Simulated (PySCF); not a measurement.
**HoH3(NH3): other functionals and bases at one geometry**

The task here is to estimate one member of a computed series from the others.

Method: several levels, as the steps say, no spin–orbit coupling; program: PySCF 2.14.0.

1 further run of the same task is left out (for a known fault of the program).

**Starting geometry**

8 atoms, charge 0, spin multiplicity 1.

Bond lengths: Ho1–H2 2.024 Å, Ho1–H3 2.024 Å, Ho1–H4 2.024 Å, Ho1–N5 2.468 Å, N5–H6 1.023 Å, N5–H7 1.023 Å, N5–H8 1.023 Å. Angles: H2–Ho1–H3 118.8°, H2–Ho1–H4 118.8°, H2–Ho1–N5 96.3°, H3–Ho1–H4 118.8°, H3–Ho1–N5 96.3°, H4–Ho1–N5 96.3°, Ho1–N5–H6 112.2°, Ho1–N5–H7 112.2°, Ho1–N5–H8 112.2°, H6–N5–H7 106.6°, H6–N5–H8 106.6°, H7–N5–H8 106.6°.

As a file:

```
Ho    0.2278   -0.2278    0.2278
H     1.1781    1.2853    1.1781
H    -1.2853   -1.1781    1.1781
H     1.1781   -1.1781   -1.2853
N    -1.1971    1.1971   -1.1971
H    -1.8068    1.8068   -0.6474
H    -0.6474    1.8068   -1.8068
H    -1.8068    0.6474   -1.8068
```

Formal oxidation states: Ho +3. Each metal's 10 4f electrons lie in its core potential, so multiplicities, spins and levels count the valence alone. An earlier session relaxed this geometry at PBE0, Ho lcecp-1-SVP with ECP56, H def2-SVP, N def2-SVP (singlet, point group C3v).

At PBE0 on the finer grid: E = -95.853214 Eh, HOMO -6.26 eV, LUMO -0.33 eV, Mulliken charge on Ho1 +0.53 e, largest force component 0.001 eV/Å. 

Levels to run: wB97X; HF; PBE0, TZVP. Hardware: 2 threads of Arm Neoverse V1, shared host.

The first run:

The input, run.py (the lines that set the calculation):

```python
mol = gto.M(atom='''
Ho     0.22777    -0.22777     0.22777
H      1.17809     1.28531     1.17809
H     -1.28531    -1.17809     1.17809
H      1.17809    -1.17809    -1.28531
N     -1.19707     1.19707    -1.19707
H     -1.80684     1.80684    -0.64744
H     -0.64744     1.80684    -1.80684
H     -1.80684     0.64744    -1.80684''',
    basis={'Ho': 'lcecp-1-SVP', 'H': 'def2-SVP', 'N': 'def2-SVP'},
    ecp={'Ho': 'lcecp-1-SVP'},
    charge=0, spin=0)
mf = dft.RKS(mol, xc='WB97X')
mf.grids.atom_grid = (75, 302)  # f atoms: unpruned, at least (60, 302)
mf = mf.density_fit()  # fitting sets: Ho AutoAux, H def2-universal-JKFIT, N def2-universal-JKFIT
mf.conv_tol = 1e-08; mf.max_cycle = 55
mf.kernel(dm0)  # dm0: the density of the relaxed state
```

Launch:

```sh
$ OMP_NUM_THREADS=2 python run.py
```

Steps of the session up to this table: wB97X; HF; PBE0, TZVP.

One of the session's tables, all rows but one given; the rest of the session is left out.

| level | HOMO (eV) | gap (eV) | charge on Ho1 (e) | dipole (D) | largest force component (eV/Å) |
| --- | --- | --- | --- | --- | --- |
| PBE0 (relaxed here) | -6.26 | 5.93 | 0.53 | 5.47 | 0.00 |
| wB97X | -8.75 | 10.16 | 0.50 | 5.51 | 0.08 |
| HF | -9.27 | 11.21 | 0.95 | 5.56 | 0.58 |
| PBE0, TZVP | ? | ? | ? | ? | ? |

Estimate the missing values for PBE0, TZVP.

**Answer.** HOMO (eV): -6.30; gap (eV): 5.72; charge on Ho1 (e): 0.71; dipole (D): 5.35; largest force component (eV/Å): 0.20. In the column «HOMO (eV)» it lies between wB97X (-8.75) and PBE0 (relaxed here) (-6.26).

In one basis the HOMO–LUMO gap runs from 5.93 eV (PBE0) to 11.21 eV (HF). The largest leftover force, 0.58 eV/Å with HF, stands at a geometry relaxed at another level. With 4f in the core, its levels are missing from HOMO and gap, and its count is fixed, so no charge can pass from the ligands into it. Total energies of different levels can't be compared.
